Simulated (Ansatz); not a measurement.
What does this script print? It uses Ansatz 0.2.0 through its Python package.

The script, `dfpt_hfh3.py`:
```python
'''DFPT phonons of HfH3.'''

from pathlib import Path

import ansatz as az
from ase import Atoms
import numpy as np

atoms = Atoms(
    ['Hf', 'H', 'H', 'H'],
    scaled_positions=[
        (0.0, 0.0, 0.0),
        (0.75, 0.25, 0.5),
        (0.25, 0.75, 0.5),
        (0.5, 0.5, 0.0),
    ],
    cell=[
        (-1.526512, 1.526512, 3.034032),
        (1.526512, -1.526512, 3.034032),
        (1.526512, 1.526512, -3.034032),
    ],
    pbc=True,
)
cell = az.Crystal.from_ase(atoms)

calc = cell.calculation()
calc = calc.functional('lda')
calc = calc.occupations('Gaussian')
calc = calc.kpoints(14, 14, 14)
calc = calc.phonons('dfpt', points=[(0, 0, 0), (0.5, 0.5, 0.5)])
out = calc.run(runs_dir='runs')
ph = out.phonons

for q in ph.qpoints:
    print('q =', np.round(q.q_frac, 3), '1/cm:', ' '.join(f'{w:.1f}' for w in q.omega_inv_cm))
```

Running `python dfpt_hfh3.py` prints:
```text
DeckWarning: basis.ecutwfc = 420 eV, auto-derived from the records' recommended cutoffs: set by Hf (normal level)
q = [0. 0. 0.] 1/cm: -0.0 0.0 0.0 601.3 601.3 708.4 970.0 978.4 978.4 1095.5 1119.5 1119.5
q = [0.5 0.5 0.5] 1/cm: 40.9 40.9 133.2 654.9 654.9 923.4 962.1 984.8 984.8 994.0 1105.8 1105.8
```
(Warnings from the package without file and line.)

Notes:
- Spin is left out of this run.
- The cell isn't relaxed first, so the values belong to this volume.
- Spin-orbit coupling, which matters for elements this heavy, is left out.
- The structure comes from a database of computed cells and needn't be a stable or known phase.
- The structure is taken as given; imaginary modes can come from an unrelaxed or unstable start. Phonons of metals also depend on mesh and smearing.
- Finished in 4.7 min on 1 thread of Arm Neoverse V2, with other jobs on the host, peak memory 0.99 GiB.
